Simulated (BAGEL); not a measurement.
**C2H4OSi (SMILES O=C=C[SiH3]): HF/3-21G (density fitting with qzvpp-jkfit)**

Aim: the vertical electron affinity of C2H4OSi at HF/3-21G (density fitting with qzvpp-jkfit), from 2 runs. 

Program for the calculation: BAGEL 1.2.2.

2 further runs of the same task are left out: 1 that didn't finish, 1 set aside as unsound or not needed.

## (1) The structure to begin with

C2H4OSi: 8 atoms, total charge 0, spin state singlet. SMILES: `O=C=C[SiH3]`. The coordinates come from a PBE0-D4/def2-TZVP relaxation.

Bond lengths: O1–C2 1.155 Å, C2–C3 1.307 Å, C3–Si4 1.847 Å, C3–H5 1.084 Å, Si4–H6 1.486 Å, Si4–H7 1.486 Å, Si4–H8 1.484 Å. Angles: O1–C2–C3 178.2°, C2–C3–Si4 120.3°, C2–C3–H5 117.2°, Si4–C3–H5 122.5°, C3–Si4–H6 110.7°, C3–Si4–H7 110.7°, C3–Si4–H8 108.0°, H6–Si4–H7 108.1°, H6–Si4–H8 109.6°, H7–Si4–H8 109.6°.

## (2) The energy at HF/3-21G (density fitting with qzvpp-jkfit)

Contents of input.json:

```json
{ "bagel" : [

{
  "title" : "molecule",
  "basis" : "3-21g",
  "df_basis" : "qzvpp-jkfit",
  "angstrom" : "true",
  "geometry" : [
    { "atom" : "O", "xyz" : [       1.434400,      -1.284900,       1.947200 ] },
    { "atom" : "C", "xyz" : [       1.186900,      -0.644700,       1.017800 ] },
    { "atom" : "C", "xyz" : [       0.866900,       0.072100,      -0.027300 ] },
    { "atom" : "Si", "xyz" : [      -0.904900,       0.278600,      -0.507900 ] },
    { "atom" : "H", "xyz" : [       1.678700,       0.527300,      -0.583100 ] },
    { "atom" : "H", "xyz" : [      -1.291100,       1.713700,      -0.489300 ] },
    { "atom" : "H", "xyz" : [      -1.142900,      -0.245400,      -1.878100 ] },
    { "atom" : "H", "xyz" : [      -1.735900,      -0.474000,       0.465000 ] }
  ]
},

{ "title" : "hf" },

{ "title" : "print", "file" : "orbitals.molden", "orbitals" : "true" }

]}
```

Command:

```
BAGEL_NUM_THREADS=1 BAGEL input.json > input.out
```

Standard output:

```text
* using 1 threads per process

  ===============================================================
  ===============================================================

  *** Geometry ***

  { "atom" : "O", "xyz" : [      2.710623,     -2.428109,      3.679675 ] },
  { "atom" : "C", "xyz" : [      2.242916,     -1.218306,      1.923363 ] },
  { "atom" : "C", "xyz" : [      1.638204,      0.136249,     -0.051590 ] },
  { "atom" : "Si", "xyz" : [     -1.710013,      0.526478,     -0.959792 ] },
  { "atom" : "H", "xyz" : [      3.172283,      0.996453,     -1.101899 ] },
  { "atom" : "H", "xyz" : [     -2.439825,      3.238424,     -0.924643 ] },
  { "atom" : "H", "xyz" : [     -2.159768,     -0.463739,     -3.549095 ] },
  { "atom" : "H", "xyz" : [     -3.280376,     -0.895730,      0.878723 ] },

  Number of auxiliary basis functions:      427

  Since a DF basis is specified, we compute 2- and 3-index integrals:
    o Being stored without compression. Storage requirement is 0.008 GB

  Number of basis functions:       48
  Number of electrons      :       38

    * METHOD: MOLECULE                             0.13

  *** RHF ***

  === Nuclear Repulsion ===
   136.9770011334

      * DIIS with orbital gradients will be used.

  === RHF iteration (3-21g) ===
      0       -439.33285434          0.02287008           0.03
      1       -439.39429181          0.01771086           0.03
      2       -439.43714393          0.00250865           0.03
      3       -439.43875331          0.00105524           0.03
      4       -439.43911229          0.00033413           0.03
      5       -439.43919069          0.00012938           0.03
      6       -439.43920528          0.00005058           0.03
      7       -439.43920699          0.00001133           0.03
      8       -439.43920705          0.00000505           0.03
      9       -439.43920706          0.00000220           0.03
     10       -439.43920706          0.00000081           0.03
     11       -439.43920706          0.00000023           0.03
     12       -439.43920706          0.00000004           0.03
     13       -439.43920706          0.00000002           0.03
     14       -439.43920706          0.00000001           0.03
    * SCF iteration converged.

    * Permanent dipole moment:
           (   -0.043515,    -0.339299,     0.474497) a.u.

    * METHOD: HF                                   0.48

    * METHOD: PRINT                                0.00

  ===============================================================
```

It took 0.78 s on 1 thread of Arm Neoverse V2, shared host.

## (3) The doublet anion at the same level

Contents of job.json:

```json
{ "bagel": [

{
  "title": "molecule",
  "basis": "3-21g",
  "df_basis": "qzvpp-jkfit",
  "angstrom": true,
  "geometry": [
    { "atom": "O", "xyz": [       1.434400,      -1.284900,       1.947200 ] },
    { "atom": "C", "xyz": [       1.186900,      -0.644700,       1.017800 ] },
    { "atom": "C", "xyz": [       0.866900,       0.072100,      -0.027300 ] },
    { "atom": "Si", "xyz": [      -0.904900,       0.278600,      -0.507900 ] },
    { "atom": "H", "xyz": [       1.678700,       0.527300,      -0.583100 ] },
    { "atom": "H", "xyz": [      -1.291100,       1.713700,      -0.489300 ] },
    { "atom": "H", "xyz": [      -1.142900,      -0.245400,      -1.878100 ] },
    { "atom": "H", "xyz": [      -1.735900,      -0.474000,       0.465000 ] }
  ]
},

{
  "title": "uhf",
  "charge": -1,
  "nopen": 1
},

{
  "title": "print",
  "file": "orbitals.molden",
  "orbitals": true
}

]}
```

Command:

```
BAGEL_NUM_THREADS=1 BAGEL job.json > job.out
```

Standard output:

```text
* using 1 threads per process

  ===============================================================
  ===============================================================

  *** Geometry ***

  { "atom" : "O", "xyz" : [      2.710623,     -2.428109,      3.679675 ] },
  { "atom" : "C", "xyz" : [      2.242916,     -1.218306,      1.923363 ] },
  { "atom" : "C", "xyz" : [      1.638204,      0.136249,     -0.051590 ] },
  { "atom" : "Si", "xyz" : [     -1.710013,      0.526478,     -0.959792 ] },
  { "atom" : "H", "xyz" : [      3.172283,      0.996453,     -1.101899 ] },
  { "atom" : "H", "xyz" : [     -2.439825,      3.238424,     -0.924643 ] },
  { "atom" : "H", "xyz" : [     -2.159768,     -0.463739,     -3.549095 ] },
  { "atom" : "H", "xyz" : [     -3.280376,     -0.895730,      0.878723 ] },

  Number of auxiliary basis functions:      427

  Since a DF basis is specified, we compute 2- and 3-index integrals:
    o Being stored without compression. Storage requirement is 0.008 GB

  Number of basis functions:       48
  Number of electrons      :       38

    * METHOD: MOLECULE                             0.13

  *** Open-shell HF ***

  === Nuclear Repulsion ===
   136.9770011334

      * DIIS with orbital gradients will be used.

  === UHF iteration (3-21g) ===
      0       -439.21595528          0.04606816           0.05
      1       -439.31919965          0.02649438           0.05
      2       -439.34012255          0.01731970           0.05
      3       -439.35311020          0.00187406           0.05
      4       -439.35374793          0.00070765           0.05
      5       -439.35406478          0.00027028           0.05
      6       -439.35414212          0.00010993           0.05
      7       -439.35415853          0.00004157           0.05
      8       -439.35416377          0.00002236           0.05
      9       -439.35416719          0.00001060           0.05
     10       -439.35416814          0.00000438           0.05
     11       -439.35416829          0.00000238           0.05
     12       -439.35416837          0.00000136           0.05
     13       -439.35416839          0.00000073           0.05
     14       -439.35416839          0.00000035           0.05
     15       -439.35416839          0.00000014           0.05
     16       -439.35416839          0.00000008           0.05
     17       -439.35416839          0.00000004           0.05
     18       -439.35416839          0.00000002           0.05
     19       -439.35416839          0.00000001           0.05
     20       -439.35416839          0.00000001           0.05
    * SCF iteration converged.

    * S^2 (UHF) is 0.7681

    * Permanent dipole moment:
           (    0.847762,    -0.452462,     0.729258) a.u.

    * METHOD: UHF                                  1.21

    * METHOD: PRINT                                0.00

  ===============================================================
```

It took 1.5 s on 1 thread of Arm Neoverse V2, shared host.

## (4) Outcome

Level: HF/3-21G (density fitting with qzvpp-jkfit).

```
                                         quantity          value
                    singlet C2H4OSi: total energy  -439.43921 Eh
                   singlet C2H4OSi: dipole moment         1.49 D
                     singlet C2H4OSi: HOMO energy       -9.77 eV
                     singlet C2H4OSi: LUMO energy        3.59 eV
                   singlet C2H4OSi: HOMO–LUMO gap       13.35 eV
                      doublet anion: total energy  -439.35417 Eh
                              doublet anion: ⟨S²⟩          0.768
vertical electron affinity (to the doublet anion)      -2.314 eV
```

The anion lies 2.31 eV (223 kJ/mol) above the neutral: the electron isn't bound at this level, and such a value depends on the basis. Without diffuse functions anions come out too high. Hartree–Fock misses the correlation that binds many anions.
